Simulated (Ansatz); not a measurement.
# Ba2SO: the cost of one run

Computed with Ansatz 0.2.0 (reference: DFT, PBE, plane waves, PAW, unless a step's input says otherwise).

1 further run of the same task is left out (it didn't finish).

## Step 1: Starting point

It takes space group P4/mmm (No. 123, tetragonal). The conventional cell has a = 4.293 Å, b = 4.293 Å, c = 6.078 Å, α = 90.00°, β = 90.00°, γ = 90.00°. Around O (site symmetry 4/mmm) lie 6 Ba at 3.04 Å. Ba (site symmetry 4/mmm) has 4 S at 3.04 Å and 2 O at 3.04 Å as nearest neighbours. S (site symmetry 4/mmm) has 6 Ba at 3.04 Å as nearest neighbours. Ba (site symmetry 4/mmm) is surrounded by 4 O at 3.04 Å and 2 S at 3.04 Å.

Structure file:

```cif
data_structure
_symmetry_space_group_name_H-M 'P4/mmm'
_symmetry_Int_Tables_number 123
_cell_length_a 4.2930
_cell_length_b 4.2930
_cell_length_c 6.0775
_cell_angle_alpha 90.000
_cell_angle_beta 90.000
_cell_angle_gamma 90.000
_cell_volume 112.01
loop_
_atom_site_label
_atom_site_type_symbol
_atom_site_symmetry_multiplicity
_atom_site_Wyckoff_symbol
_atom_site_fract_x
_atom_site_fract_y
_atom_site_fract_z
_atom_site_occupancy
O1 O 1 a 0.00000 0.00000 0.00000 1
Ba1 Ba 1 b 0.00000 0.00000 0.50000 1
S1 S 1 d 0.50000 0.50000 0.50000 1
Ba2 Ba 1 c 0.50000 0.50000 0.00000 1
```

## Step 2: Baseline

input.yaml reads:

```yaml
crystal:
  lattice:
    - [4.2930151414, 0.0, 0.0]
    - [0.0, 4.2930151414, 0.0]
    - [0.0, 0.0, 6.0775336327]
  atoms:
    - { symbol: O, position: [0.0, 0.0, 0.0] }
    - { symbol: Ba, position: [0.0, 0.0, 0.5] }
    - { symbol: S, position: [0.5, 0.5, 0.5] }
    - { symbol: Ba, position: [0.5, 0.5, 0.0] }
kpoints:
  mp_grid: { grid: [4, 4, 4] }
hamiltonian:
  xc: pbe
scf:
  occupations: { method: fixed }
  n_extra_bands: 5
output:
  forces: true
  stress: true
  eigenvalues: true
```

Started as:

```
ansatz run input.yaml --threads 4 --pin off --max-ram 3686MiB --backend cpu --events-out ev --progress --plain --runs-dir out
```

What time and memory should one allow on 4 threads of Arm Neoverse N1, shared host?

About 1.9 s, with a peak of 0.41 GiB.
